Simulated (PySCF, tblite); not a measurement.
# CH11FSi4: geometry, infrared bands and NMR shifts

Wanted: the infrared bands and NMR shifts of CH11FSi4 (`F[SiH2][SiH2]C([SiH3])[SiH3]`), by calculation.

Computed with tblite 0.8.0 and PySCF 2.14.0, with density-fitted response routines of our own, on a single molecule in the gas phase. Atoms are numbered from 0 throughout.

## 1. Starting geometry

17 atoms, charge 0, multiplicity 1; geometry from: force field or distance geometry start.

Bonds of the start (Å): F0–Si1 1.61, Si1–Si2 2.30, Si2–C3 1.84, C3–Si4 1.83, C3–Si5 1.84, Si1–H6 1.49, Si1–H7 1.49, Si2–H8 1.49, Si2–H9 1.49, C3–H10 1.09, Si4–H11 1.49, Si4–H12 1.49, Si4–H13 1.48, Si5–H14 1.49, Si5–H15 1.49, Si5–H16 1.48.

## 2. Geometry optimisation with GFN2-xTB

What the job is given:

```
{"job": {"kind": "relax", "xc": "GFN2-xTB", "basis": "xTB"}, "charge": 0, "multiplicity": 1}
F      1.901000    -1.847400     1.338800
Si     2.305700    -0.876000     0.118300
Si     0.487600    -0.521100    -1.249700
C     -1.012900     0.269100    -0.528500
Si    -0.586600     1.912700     0.151800
Si    -1.639400    -0.754400     0.869900
H      2.790800     0.414400     0.680400
H      3.420900    -1.514700    -0.631100
H      0.087200    -1.815100    -1.871600
H      0.921500     0.310500    -2.401800
H     -1.791200     0.354700    -1.288100
H     -0.058700     2.779800    -0.933200
H     -1.786100     2.594200     0.711700
H      0.458500     1.837400     1.197000
H     -2.922900    -0.199400     1.376000
H     -0.682900    -0.792100     2.018100
H     -1.899700    -2.140700     0.432000
```

Run with:

```
$ OMP_NUM_THREADS=1 python probes_run.py task.json out
```

The driver reads the jobs from task.json and runs them one after another.

**Question.** This job is followed by: GFN2-xTB harmonic vibrations, gas phase; GIAO PBE0/pcSseg-1 NMR shielding, non-relativistic, gas phase. What will the session give for the following? strongest single infrared mode (GFN2-xTB); zero-point energy (GFN2-xTB); ¹³C shifts against TMS (PBE0/pcSseg-1); ¹H shifts against TMS (PBE0/pcSseg-1, means over atoms taken as alike); ¹⁹F shifts against CFCl3 (PBE0/pcSseg-1); ²⁹Si shifts against TMS (PBE0/pcSseg-1, means over atoms taken as alike); surface potential, 1st and 99th percentile.

As calculated:

| quantity | value |
| --- | --- |
| strongest single infrared mode (GFN2-xTB) | 696 cm⁻¹, 776 km/mol |
| zero-point energy (GFN2-xTB) | 62.6 kcal/mol |
| ¹³C shifts against TMS (PBE0/pcSseg-1) | -21.6 ppm |
| ¹H shifts against TMS (PBE0/pcSseg-1, means over atoms taken as alike) | 5.75, 4.25, 4.17, -0.52 ppm |
| ¹⁹F shifts against CFCl3 (PBE0/pcSseg-1) | -261.2 ppm |
| ²⁹Si shifts against TMS (PBE0/pcSseg-1, means over atoms taken as alike) | 8.1, -67.5, -74.9 ppm |
| surface potential, 1st and 99th percentile | -1.15 V and 1.48 V |

Relaxing lowered the energy by 0.318 eV in 48 steps; the close pair that moved most is C3–Si4, from 1.829 to 1.903 Å. The lowest mode is slightly imaginary (15i cm⁻¹), a soft motion within the noise of the Hessian, so the minimum is not strictly shown. The strongest single mode, at 696 cm⁻¹, is spread over several atoms, H7, H9, H6, H8 among them. Unscaled tight-binding wavenumbers are off by several per cent, some by more. Its intensities can rank the bands wrongly. At PBE0/pcSseg-1: The largest span, 203 ppm, is at Si1, where the paramagnetic term is -537 ppm. By nearest atom (PBE0/pcSseg-1), the HOMO sits on Si1, Si2 about 23 % each; F0 10 % and the LUMO on Si1 22 %; Si2 13 %.
